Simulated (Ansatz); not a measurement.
**ScSi2: response to strain**

ScSi2 is deformed so: equal xx and yy strain of +1 %. What stress and forces result, by LAPW, PAW and all-electron datasets made for the crystal?

Program: Ansatz 0.2.0. Level of theory: DFT PBEsol, scalar-relativistic. These are calculated values, not measurements.

## (1) Starting point

It takes space group P6/mmm (No. 191, hexagonal). The conventional cell has a = 3.660 Å, b = 3.660 Å, c = 3.870 Å, α = 90.00°, β = 90.00°, γ = 120.00°. Around Sc (site symmetry 6/mmm) lie 12 Si at 2.87 Å. Si (site symmetry -6m2) has 3 Si at 2.11 Å and 6 Sc at 2.87 Å in its first shell of neighbours.

Coordinates:

```
CELL_PARAMETERS angstrom
3.66000 0.00000 0.00000
-1.83000 3.16965 0.00000
0.00000 0.00000 3.87000
ATOMIC_POSITIONS crystal
Sc 0.00000 0.00000 0.00000
Si 0.33333 0.66667 0.50000
Si 0.66667 0.33333 0.50000
```

Atoms are numbered in the order of the input: Sc1, Si2, Si3.

## (2) The deformed structure

Space group P6/mmm before, P6/mmm after.

## (3) Full-potential LAPW

The input, input.yaml:

```yaml
crystal:
  lattice:
    - [3.6965986977, 0.0, 0.0]
    - [-1.8482993488, 3.2013483798, 0.0]
    - [0.0, 0.0, 3.87]
  atoms:
    - { symbol: Sc, position: [0.0, 0.0, 0.0] }
    - { symbol: Si, position: [0.3333333333, 0.6666666667, 0.5] }
    - { symbol: Si, position: [0.6666666667, 0.3333333333, 0.5] }
kpoints:
  mp_grid: { grid: [13, 13, 11] }
  band_path:
    path:
      - [0.0, 0.0, 0.0]
      - [0.5, 0.0, 0.0]
      - [0.3333333333, 0.3333333333, 0.0]
      - [0.0, 0.0, 0.0]
      - [0.0, 0.0, 0.5]
      - [0.5, 0.0, 0.5]
      - [0.3333333333, 0.3333333333, 0.5]
      - [0.0, 0.0, 0.5]
      - [0.5, 0.0, 0.5]
    npoints: 5
scf:
  occupations: { method: fermi_dirac, width: 0.05 }
hamiltonian:
  xc: pbesol
  pseudopotentials: { kind: all_electron, lapw: { basis_error: 0.001 } }
output:
  forces: true
  stress: true
  eigenvalues: true
```

The run is started by

```bash
$ ansatz run input.yaml --threads 1 --pin off --max-ram 4096MiB --backend cpu --events-out ev --progress --plain --runs-dir out
```

## (4) PAW with frozen cores

The input, input.yaml:

```yaml
crystal:
  lattice:
    - [3.6965986977, 0.0, 0.0]
    - [-1.8482993488, 3.2013483798, 0.0]
    - [0.0, 0.0, 3.87]
  atoms:
    - { symbol: Sc, position: [0.0, 0.0, 0.0] }
    - { symbol: Si, position: [0.3333333333, 0.6666666667, 0.5] }
    - { symbol: Si, position: [0.6666666667, 0.3333333333, 0.5] }
kpoints:
  mp_grid: { grid: [13, 13, 11] }
scf:
  occupations: { method: fermi_dirac, width: 0.05 }
hamiltonian:
  xc: pbesol
  pseudopotentials: { kind: paw }
output:
  forces: true
  stress: true
  eigenvalues: true
  efg: { contact_densities: true }
  write_density: true
  write_potential: true
  elf: true
  volumetric_format: npy
```

## (5) All-electron PAW on datasets made for the crystal

input.yaml: that of step 4 with these lines changed.

```diff
@@ -15,3 +15,3 @@
   xc: pbesol
-  pseudopotentials: { kind: paw }
+  pseudopotentials: { kind: all_electron, datasets: crystal }
 output:
@@ -21,5 +21 @@
   efg: { contact_densities: true }
-  write_density: true
-  write_potential: true
-  elf: true
-  volumetric_format: npy
```

(Steps that only read results are left out.)

**Question.** What will these runs give? Wanted: pressure; largest shear or deviatoric stress.

As calculated:

```
                                 quantity                                              value
                                 pressure  LAPW 17.34, PAW 17.44, crystal datasets 17.33 GPa
largest shear or deviatoric stress (LAPW)                                          21.23 GPa
```

What this shows: The largest part of the stress beyond the pressure is 21.23 GPa in size, in the zz component; the atoms are carried along and not relaxed. No run of the undeformed cell stands beside it, so pressure and stress hold what the given cell had before the change, as far as its symmetry allows. PAW: stress within 0.16 GPa of LAPW. Crystal datasets: stress within 0.01 GPa of LAPW.
